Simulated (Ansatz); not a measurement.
# ClH3SSeSi: the cost of one run

All numbers are computed with the Python package of Ansatz 0.2.0. Level of theory: Hartree-Fock/def2-SVP.

## Step 1: Starting point

Bond lengths: S1–Si2 2.116 Å, Si2–Cl3 2.062 Å, Si2–Se4 2.254 Å, S1–H5 1.452 Å, Si2–H6 1.474 Å, Se4–H7 1.493 Å. Angles: S1–Si2–Cl3 108.3°, S1–Si2–Se4 108.7°, S1–Si2–H6 110.6°, Cl3–Si2–Se4 108.1°, Cl3–Si2–H6 109.2°, Se4–Si2–H6 111.9°, Si2–S1–H5 92.5°, Si2–Se4–H7 92.8°.

The script holds or builds the structure itself.

## Step 2: The script

Input file run_freq.py:

```python
'''Harmonic frequencies of ClH3SSeSi at its relaxed geometry.'''

import itertools
import logging
import sys

import ansatz as az
from ase import Atoms
from ase.data import atomic_numbers, covalent_radii
from ase.thermochemistry import IdealGasThermo
import numpy as np

logging.basicConfig(stream=sys.stdout, format='%(levelname)s:%(name)s:%(message)s')
logger = logging.getLogger('calc')
logger.setLevel(logging.INFO)

atoms = Atoms(['S', 'Si', 'Cl', 'Se', 'H', 'H', 'H'], positions=[
    (0.1872, 1.4187, -1.1576),
    (-0.0267, 0.2203, 0.5737),
    (1.7522, 0.2656, 1.6158),
    (-0.4105, -1.9077, -0.0618),
    (-1.1786, 1.1635, -1.579),
    (-1.1054, 0.7406, 1.4332),
    (0.843, -1.9689, -0.87),
])
mol = az.Crystal.molecule_from_ase(atoms)

calc = mol.calculation().basis(gaussian='def2-SVP').functional('HF')
symbols = [site.symbol for site in mol.cartesian_sites]
start = np.array([site.position_ang for site in mol.cartesian_sites], dtype=float)
def progress(event):
    if event['event'] == 'relax_step':
        row = event['data']
        logger.info(f'step {row["step"]:3d}  E = {row["lagrangian_ev"]:.6f} eV  largest force component {row["allowed_force_max_ev_ang"]:.4f} eV/A')


r = calc.relax(force_tolerance=0.003).session().plan().execute(on_event=progress).report
end = np.array(r['positions_ang'])

# pairs closer than 1.2 times the sum of covalent radii, before or after
radius = [covalent_radii[atomic_numbers[s]] for s in symbols]
span = lambda where, i, j: np.linalg.norm(where[i] - where[j])
bonded = [(i, j) for i, j in itertools.combinations(range(len(symbols)), 2) if min(span(start, i, j), span(end, i, j)) < 1.2 * (radius[i] + radius[j])]
logger.info('pair        before    after (A)')
for i, j in bonded:
    print(f'{symbols[i]}{i}-{symbols[j]}{j}'.ljust(10), f'{span(start, i, j):8.4f} {span(end, i, j):8.4f}')

# frequencies need a stationary point, so they are taken at the relaxed geometry
minimum = az.Crystal.molecule()
for symbol, place in zip(symbols, end):
    minimum = minimum.atom(symbol, place.tolist())
vibrating = minimum.calculation()
vibrating = vibrating.basis(gaussian='def2-SVP').functional('HF')
vibrating = vibrating.phonons(temperatures=(298.15, 498.15, 100))
vib = vibrating.run().report['vibrations']
sums = vib['harmonic_sums']
modes = [m['omega_inv_cm'] for m in sums['modes_at_gamma'] if m['rigid_motion'] == 'no']
print('frequencies (1/cm):', ' '.join(f'{w:.0f}' for w in modes))
print('imaginary modes:', sum(w < 0 for w in modes), ' zero-point energy:', round(sums['zero_point_energy_ev'], 4), 'eV')
# rigid rotor and ideal gas, symmetry number taken as one
gas = IdealGasThermo(vib_energies=[w / 8065.544 for w in modes if w > 0], geometry='linear' if len(modes) == 3 * len(symbols) - 5 else 'nonlinear',
                     atoms=Atoms(symbols, positions=end), symmetrynumber=1, spin=0.0)
logger.info(f'H(298 K) - E = {gas.get_enthalpy(298.15, verbose=False):.4f} eV')
logger.info(f'S(298 K, 1 bar) = {96485.33 * gas.get_entropy(298.15, 1e5, verbose=False):.1f} J/(mol K) with symmetry number 1')
```

## Step 3: The calls as engine input

The engine receives this input (first run):

```yaml
crystal:
  periodic: [false, false, false]
  atoms:
    - { symbol: S, position_ang: [0.1872, 1.4187, -1.1576] }
    - { symbol: Si, position_ang: [-0.0267, 0.2203, 0.5737] }
    - { symbol: Cl, position_ang: [1.7522, 0.2656, 1.6158] }
    - { symbol: Se, position_ang: [-0.4105, -1.9077, -0.0618] }
    - { symbol: H, position_ang: [-1.1786, 1.1635, -1.579] }
    - { symbol: H, position_ang: [-1.1054, 0.7406, 1.4332] }
    - { symbol: H, position_ang: [0.843, -1.9689, -0.87] }
basis:
  gaussian:
    orbitals: def2-SVP
hamiltonian:
  xc: hf
relax:
  f_tol: 0.003
```

## Step 4: Running it

Launch:

```bash
python run_freq.py
```

**Question.** How long does this script take on 1 thread of AMD EPYC 7R43 (Zen 3), shared host, and how much memory does it need?

About 2.3 min, with a peak of 0.35 GiB.
